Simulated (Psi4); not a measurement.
**C2H2BN (SMILES B[C]C#N) at 3 levels**

Aim: a comparison of 3 runs (USVWN5/6-31G, UPBE0/def2-SVP, UTPSSh/aug-cc-pVDZ) of C2H2BN. 

The results are computed with Psi4 1.11.

1 further run of the same task is left out (set aside as unsound or not needed).

## Step 1: The system as given

The species is C2H2BN (6 atoms), meant as a triplet with charge 0. As SMILES, `B[C]C#N`. The coordinates come from a GFN2-xTB relaxation.

Bond lengths: B1–C2 1.467 Å, C2–C3 1.297 Å, C3–N4 1.187 Å, B1–H5 1.172 Å, B1–H6 1.173 Å. Angles: B1–C2–C3 179.7°, C2–C3–N4 179.9°, C2–B1–H5 120.4°, C2–B1–H6 120.3°, H5–B1–H6 119.3°.

## Step 2: A single-point energy at USVWN5/6-31G (run 1)

File calc.py:

```python
import psi4

psi4.set_memory('1600 MB')
psi4.set_num_threads(1)
psi4.set_output_file('run.log', False)

molecule = psi4.geometry("""
0 3
B     -0.573930     0.997560    -0.188130
C      0.149480    -0.256980     0.044000
C      0.788000    -1.365760     0.256030
N      1.370220    -2.382130     0.449290
H     -0.992760     1.252310    -1.252840
H     -0.741000     1.755000     0.691650
units angstrom
symmetry c1
no_reorient
no_com
""")

options = {'basis': '6-31G', 'reference': 'uks', 'puream': True, 'e_convergence': 1e-09, 'd_convergence': 1e-08, 'scf_type': 'pk', 'dft_radial_points': 99, 'dft_spherical_points': 590, 'maxiter': 200}
psi4.set_options(options)

energy_value, wavefunction = psi4.energy('scf', dft_functional={"name": "SVWN5", "x_functionals": {"LDA_X": {}}, "c_functionals": {"LDA_C_VWN": {}}}, molecule=molecule, return_wfn=True)
psi4.oeprop(wavefunction, 'MULLIKEN_CHARGES', 'QUADRUPOLE', 'DIPOLE')
print(f'total energy {energy_value:.8f} hartree = {energy_value * 27.211386:.5f} eV')
```

Command:

```console
$ python calc.py
```

run.log:

```text
[...]
  Running in c1 symmetry.
[...]
  Nuclear repulsion =   74.560409549637555
[...]
  Multiplicity = 3
[...]
  Nalpha       = 14
  Nbeta        = 12
[...]
    Number of basis functions: 40
[...]
   @UKS iter   1:  -155.22478051694597   -3.87850e-01   1.19062e-02 ADIIS/DIIS
[...]
   @UKS iter  13:  -155.37349530948970   -3.69482e-13   3.06018e-09 DIIS
[...]
   @S^2 Observed:                2.011661899E+00
[...]
  @UKS Final Energy:  -155.37349530948970
   => Energetics <=
    Nuclear Repulsion Energy =             74.5604095496375550
    One-Electron Energy =                -357.0083220689149357
    Two-Electron Energy =                 148.0399878330047443
    DFT Exchange-Correlation Energy =     -20.9655706232170367
    Empirical Dispersion Energy =           0.0000000000000000
    VV10 Nonlocal Energy =                  0.0000000000000000
    Total Energy =                       -155.3734953094896980
[...]
 Multipole Moments:
 ------------------------------------------------------------------------------------
     Multipole            Electronic (a.u.)      Nuclear  (a.u.)        Total (a.u.)
 ------------------------------------------------------------------------------------
 L = 1.  Multiply by 2.5417464519 to convert [e a0] to [Debye]
 Dipole X            :        -20.4798254           20.0556823           -0.4241432
 Dipole Y            :         35.5418217          -34.8016499            0.7401718
 Dipole Z            :         -6.6473805            6.5070262           -0.1403543
 Magnitude           :                                                    0.8645525
 L = 2.  Multiply by 1.3450342976 to convert [e a0^2] to [Debye ang]
 Quadrupole XX       :        -90.3210002           72.0779483          -18.2430520
 Quadrupole XY       :        127.9228043         -124.7817007            3.1411035
[...]
  Mulliken Charges: (a.u.)
   Center  Symbol    Alpha    Beta     Spin     Total
       1     B     2.62473  2.46288  0.16185 -0.08761
       2     C     3.51233  2.29637  1.21596  0.19131
       3     C     2.88201  3.15483 -0.27282 -0.03684
       4     N     3.97116  3.17103  0.80012 -0.14219
       5     H     0.50481  0.45756  0.04724  0.03763
       6     H     0.50497  0.45732  0.04765  0.03771
   Total alpha = 14.00000, Total beta = 12.00000, Total charge = -0.00000
```

Standard output:

```text
total energy -155.37349531 hartree = -4227.92816 eV
```

Run time: 5.1 s. Hardware: 1 thread of Intel Xeon 6975P-C (Granite Rapids), shared host; peak memory 0.31 GiB.

## Step 3: Energy and gradient at UPBE0/def2-SVP (run 2)

File c2h2bn.xyz:

```xyz
6
C2H2BN
B     -0.573930     0.997560    -0.188130
C      0.149480    -0.256980     0.044000
C      0.788000    -1.365760     0.256030
N      1.370220    -2.382130     0.449290
H     -0.992760     1.252310    -1.252840
H     -0.741000     1.755000     0.691650
```

File c2h2bn.py:

```python
import psi4

psi4.set_memory(1600000000)
psi4.set_num_threads(1)
psi4.set_output_file('run.log', False)

with open('c2h2bn.xyz') as f:
    atoms = ''.join(f.readlines()[2:])
geom = psi4.geometry('0 3\n' + atoms + 'symmetry c1')

psi4.set_options({
    'reference': 'uks',
    'puream': True,
    'e_convergence': 1e-09,
    'd_convergence': 1e-08,
    'scf_type': 'pk',
    'dft_radial_points': 99,
    'dft_spherical_points': 590,
    'maxiter': 200,
})

energy_value, wavefunction = psi4.gradient("pbe0/def2-SVP", molecule=geom, return_wfn=True)
psi4.oeprop(wavefunction, "DIPOLE", "MULLIKEN_CHARGES", "QUADRUPOLE", title="PBE0")
print('gradient / Eh bohr^-1')
print(energy_value.np.round(6))
print(f'energy = {wavefunction.energy():.10f} Eh')
```

Command:

```console
$ python c2h2bn.py
```

run.log:

```text
[...]
  Running in c1 symmetry.
[...]
  Nuclear repulsion =   74.560409549637555
[...]
  Multiplicity = 3
[...]
  Nalpha       = 14
  Nbeta        = 12
[...]
    Number of basis functions: 66
[...]
   @UKS iter   1:  -156.46175198814288   -6.89893e-01   5.53622e-03 ADIIS/DIIS
[...]
   @UKS iter  14:  -156.55890301610316   -7.16227e-12   5.91839e-09 DIIS
[...]
   @S^2 Observed:                2.054912823E+00
[...]
  @UKS Final Energy:  -156.55890301610316
   => Energetics <=
    Nuclear Repulsion Energy =             74.5604095496375550
    One-Electron Energy =                -356.9233592362873537
    Two-Electron Energy =                 142.6729077875675102
    DFT Exchange-Correlation Energy =     -16.8688611170208702
    Empirical Dispersion Energy =           0.0000000000000000
    VV10 Nonlocal Energy =                  0.0000000000000000
    Total Energy =                       -156.5589030161031587
[...]
  -Total Gradient:
     Atom            X                  Y                   Z
    ------   -----------------  -----------------  -----------------
       1        0.002400817705    -0.004131947761     0.000441279610
       2        0.001606560293    -0.002958834969     0.000613076200
       3        0.000412382723    -0.000535241390     0.000171081936
       4       -0.013336344242     0.023096337094    -0.004409740241
       5        0.006469556608    -0.003838933170     0.016888179054
       6        0.002446773407    -0.011630750110    -0.013703975404
[...]
 Multipole Moments:
 ------------------------------------------------------------------------------------
     Multipole            Electronic (a.u.)      Nuclear  (a.u.)        Total (a.u.)
 ------------------------------------------------------------------------------------
 L = 1.  Multiply by 2.5417464519 to convert [e a0] to [Debye]
 Dipole X            :          1.0668345           -1.4846213           -0.4177868
 Dipole Y            :         -1.8442045            2.5734577            0.7292532
 Dipole Z            :          0.3401824           -0.4785652           -0.1383828
 Magnitude           :                                                    0.8517663
 L = 2.  Multiply by 1.3450342976 to convert [e a0^2] to [Debye ang]
 Quadrupole XX       :        -74.2309247           56.6923217          -17.5386029
 Quadrupole XY       :         99.7998230          -98.0836153            1.7162077
[...]
```

The script printed:

```text
gradient / Eh bohr^-1
[[ 0.002401 -0.004132  0.000441]
 [ 0.001607 -0.002959  0.000613]
 [ 0.000412 -0.000535  0.000171]
 [-0.013336  0.023096 -0.00441 ]
 [ 0.00647  -0.003839  0.016888]
 [ 0.002447 -0.011631 -0.013704]]
energy = -156.5589030161 Eh
```

Wall time 12 s (1 thread of Intel Xeon 6975P-C (Granite Rapids), shared host); peak memory 0.79 GiB.

## Step 4: Energy and gradient at UTPSSh/aug-cc-pVDZ (run 3)

File c2h2bn.dat:

```
memory 1600 mb

molecule molecule1 {
  0 3
  B     -0.573930     0.997560    -0.188130
  C      0.149480    -0.256980     0.044000
  C      0.788000    -1.365760     0.256030
  N      1.370220    -2.382130     0.449290
  H     -0.992760     1.252310    -1.252840
  H     -0.741000     1.755000     0.691650
  units angstrom
  symmetry c1
}

set {
  basis aug-cc-pVDZ
  reference uks
  puream true
  e_convergence 1e-09
  d_convergence 1e-08
  scf_type pk
  dft_radial_points 99
  dft_spherical_points 590
  maxiter 200
}

E, wfn = gradient("tpssh", return_wfn=True)
```

Command:

```console
$ psi4 -n 1 c2h2bn.dat c2h2bn.out
```

c2h2bn.out:

```text
[...]
  Running in c1 symmetry.
[...]
  Nuclear repulsion =   74.560409549637555
[...]
  Multiplicity = 3
[...]
  Nalpha       = 14
  Nbeta        = 12
[...]
    Number of basis functions: 110
[...]
   @UKS iter   1:  -156.73813833098455   -7.23642e-01   4.63125e-03 DIIS/ADIIS
[...]
   @UKS iter  14:  -156.91257857542450   -2.10321e-12   7.10626e-09 DIIS
[...]
   @S^2 Observed:                2.042263846E+00
[...]
  @UKS Final Energy:  -156.91257857542450
   => Energetics <=
    Nuclear Repulsion Energy =             74.5604095496375550
    One-Electron Energy =                -357.1169811390143991
    Two-Electron Energy =                 145.9939914673971373
    DFT Exchange-Correlation Energy =     -20.3499984534447904
    Empirical Dispersion Energy =           0.0000000000000000
    VV10 Nonlocal Energy =                  0.0000000000000000
    Total Energy =                       -156.9125785754245044
[...]
 Multipole Moments:
 ------------------------------------------------------------------------------------
     Multipole            Electronic (a.u.)      Nuclear  (a.u.)        Total (a.u.)
 ------------------------------------------------------------------------------------
 L = 1.  Multiply by 2.5417464519 to convert [e a0] to [Debye]
 Dipole X            :          1.0476226           -1.4846213           -0.4369987
 Dipole Y            :         -1.8109223            2.5734577            0.7625353
 Dipole Z            :          0.3337350           -0.4785652           -0.1448302
 Magnitude           :                                                    0.8907322
[...]
  -Total Gradient:
     Atom            X                  Y                   Z
    ------   -----------------  -----------------  -----------------
       1        0.005231764669    -0.009011618735     0.001331347672
       2        0.002109676617    -0.003815718153     0.000846029294
       3        0.005843222718    -0.010061518876     0.001935229996
       4       -0.019947352381     0.034654575342    -0.006597884393
       5        0.005009671164    -0.002735484397     0.013611969751
       6        0.001752968752    -0.009029591696    -0.011126811456
[...]
```

Run time: 65 s. Hardware: 1 thread of Intel Xeon 6975P-C (Granite Rapids), shared host; peak memory 0.55 GiB.

## Step 5: Overview of the runs

```tsv
run	level	task	energy (Eh)	dipole moment (D)	HOMO energy (eV)	⟨S²⟩	wall time
1	USVWN5/6-31G	energy	-155.373495	2.20	-5.91	2.012	5.1 s
2	UPBE0/def2-SVP	gradient	-156.558903	2.16	-7.48	2.055	12 s
3	UTPSSh/aug-cc-pVDZ	gradient	-156.912579	2.26	-6.80	2.042	65 s
```

## Step 6: Outcome

```
                                 quantity          value
                      run 3: total energy  -156.91258 Eh
                     run 3: dipole moment         2.26 D
run 3: HOMO energy (highest over α and β)       -6.80 eV
 run 3: LUMO energy (lowest over α and β)       -5.23 eV
                              run 3: ⟨S²⟩          2.042
          run 3: largest force on an atom     2.084 eV/Å
```

**Reading.** The dipole moment (its size) runs from 2.16 D (UPBE0/def2-SVP) to 2.26 D (UTPSSh/aug-cc-pVDZ). The two ends differ in method and basis. Totals of different functionals can't be ranked against each other. All runs together took 82 s, the longest 65 s.
